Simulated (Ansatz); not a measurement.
HPbNO4:

```xyz
7
Lattice="4.2041 0.0000 0.0000 2.0217 3.8395 0.0000 2.0469 1.2790 6.2813" Properties=species:S:1:pos:R:3 pbc="T T T"
H     6.4119    3.4218    3.9444
Pb    4.2925    4.6959    5.5497
N     2.2802    1.4940    1.8951
O     6.4140    3.5006    4.9249
O     2.3104    1.0037    0.7095
O     2.3185    0.7238    2.8804
O     2.2113    2.7408    2.0273
```

The cell was built by a generator and needn't be a form met in nature.

```yaml
Program: Ansatz 0.2.0
Task: relaxation of cell and atoms
Functional: r2SCAN
Dispersion: rVV10
Potentials_or_basis: Ansatz PAW
Cutoff: "500 eV (not typed: the program's choice for these potentials)"
k_mesh: 5 × 5 × 3
Occupations: fermi-dirac, width 0.05 eV
Spin: no spin polarisation
```

At the start: volume 14.48 Å³/atom.

Where does the relaxation end?

It ends after 32 steps and the volume is 12.53 Å³/atom (-13.5 %); space group P1 (No. 1, to 0.05 Å).

Step by step:
```tsv
step	energy change (eV)	largest force (eV/Å)	volume (Å³)
1	0.0000	0.6205	101.39
2	-0.0705	0.2107	95.98
3	-0.0770	0.1984	94.38
4	-0.0781	0.1873	93.71
5	-0.0791	0.0722	93.91
6	-0.0798	0.0858	93.86
7	-0.0804	0.0754	93.90
8	-0.0813	0.0769	93.82
9	-0.0838	0.1157	93.62
10	-0.0856	0.0905	93.42
11	-0.0875	0.0683	93.24
12	-0.0908	0.1743	92.93
13	-0.0957	0.3607	92.42
14	-0.1035	0.4803	91.53
15	-0.1153	0.1043	90.13
16	-0.1171	0.1965	89.00
17	-0.1195	0.1146	88.94
18	-0.1210	0.3318	87.48
19	-0.1261	0.2062	87.96
20	-0.1268	0.1486	88.18
21	-0.1283	0.0326	87.89
22	-0.1289	0.0548	87.71
23	-0.1292	0.0397	87.71
24	-0.1292	0.0142	87.75
25	-0.1292	0.0089	87.76
26	-0.1236	0.0085	87.76
27	-0.1236	0.0139	87.75
28	-0.1236	0.0134	87.76
29	-0.1237	0.0206	87.74
30	-0.1237	0.0150	87.72
31	-0.1237	0.0085	87.69
32	-0.1237	0.0085	87.69
```

Final structure:
```
H Pb N O
1.0
     3.63862   -0.45091   -0.11411
     1.33799    3.63456    0.00844
     1.46388    1.16702    6.31370
H Pb N O
1 1 1 4
Direct
  0.84671 0.63983 0.60631
  0.17716 0.90716 0.87647
  0.26418 0.31876 0.31421
  0.80816 0.59348 0.76065
  0.43600 0.27953 0.13525
  0.36964 0.09618 0.47474
  0.99690 0.58087 0.32388
```

Caveat: the plane-wave basis is chosen anew once the cell has moved, so the energies of steps on either side of that aren't comparable; the PAW data sets come from PBE, with cores solved anew for the run's functional, which leaves a small shift of forces and pressure.
